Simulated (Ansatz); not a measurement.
# ClFH₁₂O₄Si₄ (built from SMILES F.O.[SiH3]O[Si](Cl)(O[SiH3])O[SiH3]): search for a transition state

Aim: find the saddle point of a ligand exchange through a proton shuttle that is to form Si1–F10, H9–O12, O2–H11 and break Si1–O2, H9–F10, H11–O12, prove it by its vibrations, and relax downhill on both sides to see what it joins.

Program: Ansatz 0.2.0, Gaussian basis. Level of theory: PBE0-D4, def2-SVP first, then def2-TZVP. These are calculated values, not measurements.

190 further runs of the same task are left out: 190 set aside as unsound or not needed.

## Step 1: The system as given

The guess: 22 atoms, charge 0, spin multiplicity 1.

Atoms are counted from 1 here; the program's logs count them from 0.

Bond lengths: Si1–O4 1.597 Å, Si1–O6 1.618 Å, Si1–Cl8 1.985 Å, O2–Si3 1.623 Å, Si3–H13 1.464 Å, Si3–H14 1.471 Å, Si3–H15 1.457 Å, O4–Si5 1.630 Å, Si5–H16 1.463 Å, Si5–H17 1.462 Å, Si5–H18 1.460 Å, O6–Si7 1.624 Å, Si7–H19 1.463 Å, Si7–H20 1.462 Å, Si7–H21 1.464 Å, O12–H22 0.959 Å. Angles: O4–Si1–O6 102.2°, O4–Si1–Cl8 126.1°, O6–Si1–Cl8 98.7°, O2–Si3–H13 103.9°, O2–Si3–H14 106.4°, O2–Si3–H15 110.9°, H13–Si3–H14 111.5°, H13–Si3–H15 113.5°, H14–Si3–H15 110.2°, Si1–O4–Si5 155.9°, O4–Si5–H16 109.2°, O4–Si5–H17 103.8°, O4–Si5–H18 104.8°, H16–Si5–H17 112.1°, H16–Si5–H18 112.1°, H17–Si5–H18 114.2°, Si1–O6–Si7 157.0°, O6–Si7–H19 110.3° and more.

Geometry (Å):

```mol
ClFH12O4Si4
  3D, bonds by distance, orders not assigned

 22 16  0  0  0  0  0  0  0  0999 V2000
    0.5162   -0.0460    0.9853 Si  0  0
   -1.2144    0.0281   -0.1368 O   0  0
   -2.5876    0.8430    0.1544 Si  0  0
    1.6714   -0.5791    0.0195 O   0  0
    2.6150   -1.7012   -0.6937 Si  0  0
    0.6656    1.5590    0.8456 O   0  0
    0.8034    2.9872    0.0850 Si  0  0
    0.4949   -0.1747    2.9657 Cl  0  0
   -0.5584   -2.3249   -0.0337 H   0  0
   -0.1360   -1.9386    1.0253 F   0  0
   -1.2482   -1.0410   -0.8347 H   0  0
   -1.1598   -2.2710   -1.1522 O   0  0
   -2.9778    1.3557   -1.1601 H   0  0
   -3.5560   -0.1422    0.6586 H   0  0
   -2.3707    1.8891    1.1447 H   0  0
    2.3328   -3.0110   -0.1050 H   0  0
    3.9751   -1.2502   -0.4031 H   0  0
    2.2554   -1.6452   -2.1081 H   0  0
    1.0761    2.7795   -1.3376 H   0  0
    1.9115    3.6405    0.7802 H   0  0
   -0.4743    3.6725    0.2906 H   0  0
   -2.0341   -2.6295   -0.9896 H   0  0
  1  4  8  0
  1  6  8  0
  1  8  8  0
  2  3  8  0
  3 13  8  0
  3 14  8  0
  3 15  8  0
  4  5  8  0
  5 16  8  0
  5 17  8  0
  5 18  8  0
  6  7  8  0
  7 19  8  0
  7 20  8  0
  7 21  8  0
 12 22  8  0
M  END
```

Distances that are to change: Si1–F10 2.00 Å, H9–O12 1.27 Å, O2–H11 1.28 Å, Si1–O2 2.06 Å, H9–F10 1.20 Å, H11–O12 1.27 Å.

## Step 2: Relaxing the guess with the reacting distances held

hold/in.yaml

```yaml
crystal:
  periodic: [false, false, false]
  atoms:
    - {symbol: Si, position_ang: [0.516200, -0.046000, 0.985300]}
    - {symbol: O, position_ang: [-1.214400, 0.028100, -0.136800]}
    - {symbol: Si, position_ang: [-2.587600, 0.843000, 0.154400]}
    - {symbol: O, position_ang: [1.671400, -0.579100, 0.019500]}
    - {symbol: Si, position_ang: [2.615000, -1.701200, -0.693700]}
    - {symbol: O, position_ang: [0.665600, 1.559000, 0.845600]}
    - {symbol: Si, position_ang: [0.803400, 2.987200, 0.085000]}
    - {symbol: Cl, position_ang: [0.494900, -0.174700, 2.965700]}
    - {symbol: H, position_ang: [-0.558400, -2.324900, -0.033700]}
    - {symbol: F, position_ang: [-0.136000, -1.938600, 1.025300]}
    - {symbol: H, position_ang: [-1.248200, -1.041000, -0.834700]}
    - {symbol: O, position_ang: [-1.159800, -2.271000, -1.152200]}
    - {symbol: H, position_ang: [-2.977800, 1.355700, -1.160100]}
    - {symbol: H, position_ang: [-3.556000, -0.142200, 0.658600]}
    - {symbol: H, position_ang: [-2.370700, 1.889100, 1.144700]}
    - {symbol: H, position_ang: [2.332800, -3.011000, -0.105000]}
    - {symbol: H, position_ang: [3.975100, -1.250200, -0.403100]}
    - {symbol: H, position_ang: [2.255400, -1.645200, -2.108100]}
    - {symbol: H, position_ang: [1.076100, 2.779500, -1.337600]}
    - {symbol: H, position_ang: [1.911500, 3.640500, 0.780200]}
    - {symbol: H, position_ang: [-0.474300, 3.672500, 0.290600]}
    - {symbol: H, position_ang: [-2.034100, -2.629500, -0.989600]}
basis:
  gaussian: {orbitals: def2-SVP}
hamiltonian: {xc: pbe0, dispersion: d4}
relax: {f_tol: 0.08, max_steps: 120, escape_saddle: false, constraints: [{distance: [0, 9]}, {distance: [8, 11]}, {distance: [1, 10]}, {distance: [0, 1]}, {distance: [8, 9]}, {distance: [10, 11]}]}
```

Launch:

```bash
$ ansatz run in.yaml --threads 11 --pin off --events-out ev --progress --plain --max-ram 166912MiB --backend cuda --devices 0, --max-vram 75GiB
```

After this run come: Force constants to start from; Saddle search in the small basis; Saddle search in triple zeta; Checking the order of the point; Relaxing after a step of 0.30 Å one way along the mode; Relaxing after a step of 0.30 Å the other way along the mode.

Before running it: what results should come out? Wanted: imaginary mode; barrier from the start side; barrier from the end side; energy of the step; pairs that change; zero-point energy at the saddle.

The runs gave:

| quantity | value |
| --- | --- |
| imaginary mode | 369i cm⁻¹ |
| barrier from the start side | 15.7 kcal/mol |
| barrier from the end side | 7.5 kcal/mol |
| energy of the step | +8.3 kcal/mol |
| pairs that change | Si1–F10 formed, O2–H11 formed, H9–O12 formed, H9–F10 broken, H11–O12 broken |
| zero-point energy at the saddle | 3.549 eV |

The point has a single imaginary mode (369i cm⁻¹), as a transition state must. Going downhill both ways gives the intended start and end. At PBE0-D4/def2-TZVP the electronic barrier is 15.7 kcal/mol, about 27 kT at 298 K, and the step runs 8.3 kcal/mol uphill. A step off the saddle overshot and began above it in energy, so the link to its end is likely but not proven.
